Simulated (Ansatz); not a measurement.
# MnCdSe3: the cost of one run

Method: DFT PBE, scalar-relativistic, plane waves, PAW, in Ansatz 0.2.0.

1 further run of the same task is left out (it didn't finish).

### Step 1. Starting point

Symmetry: Pm-3m, No. 221, cubic system. Conventional cell: a = 4.930 Å, b = 4.930 Å, c = 4.930 Å, α = 90.00°, β = 90.00°, γ = 90.00°. Mn (site symmetry m-3m) is surrounded by 6 Se at 2.46 Å. Cd (site symmetry m-3m) has 12 Se at 3.49 Å as nearest neighbours. Se (site symmetry 4/mmm) is surrounded by 2 Mn at 2.46 Å and 4 Cd at 3.49 Å.

Structure file:

```cif
data_structure
_symmetry_space_group_name_H-M 'Pm-3m'
_symmetry_Int_Tables_number 221
_cell_length_a 4.9297
_cell_length_b 4.9297
_cell_length_c 4.9297
_cell_angle_alpha 90.000
_cell_angle_beta 90.000
_cell_angle_gamma 90.000
_cell_volume 119.80
loop_
_atom_site_label
_atom_site_type_symbol
_atom_site_symmetry_multiplicity
_atom_site_Wyckoff_symbol
_atom_site_fract_x
_atom_site_fract_y
_atom_site_fract_z
_atom_site_occupancy
Mn1 Mn 1 a 0.00000 0.00000 0.00000 1
Cd1 Cd 1 b 0.50000 0.50000 0.50000 1
Se1 Se 3 d 0.50000 0.00000 0.00000 1
```

A structure generator made this guess: perovskite family, tilts a0a0a0 (Pm-3m, No. 221). Lengths come from tabulated atomic sizes and are only a guess.

### Step 2. The guess as it stands, on a coarse mesh

Input file input.yaml:

```yaml
crystal:
  lattice:
    - [4.92969862, 0.0, 0.0]
    - [0.0, 4.92969862, 0.0]
    - [0.0, 0.0, 4.92969862]
  atoms:
    - { symbol: Mn, position: [0.0, 0.0, 0.0], spin: 4.0 }
    - { symbol: Cd, position: [0.5, 0.5, 0.5] }
    - { symbol: Se, position: [0.5, 0.0, 0.0] }
    - { symbol: Se, position: [0.0, 0.5, 0.0] }
    - { symbol: Se, position: [0.0, 0.0, 0.5] }
basis:
  ecutwfc: 420
kpoints:
  mp_grid: { grid: [4, 4, 4] }
hamiltonian:
  xc: pbe
scf:
  occupations: { method: gaussian, width: 0.1 }
  lower_state_search: "off"
output:
  forces: true
  stress: true
  eigenvalues: true
  populations: true
magnetization:
  spin_polarized: true
```

The run is started by

```
> ansatz run input.yaml --threads 1 --pin off --max-ram 2048MiB --backend cpu --events-out ev --progress --plain --runs-dir out
```

**Question.** How long does this run take on 1 thread of Arm Neoverse V1, shared host, and how much memory does it need?

About 14 s, with a peak of 0.45 GiB.
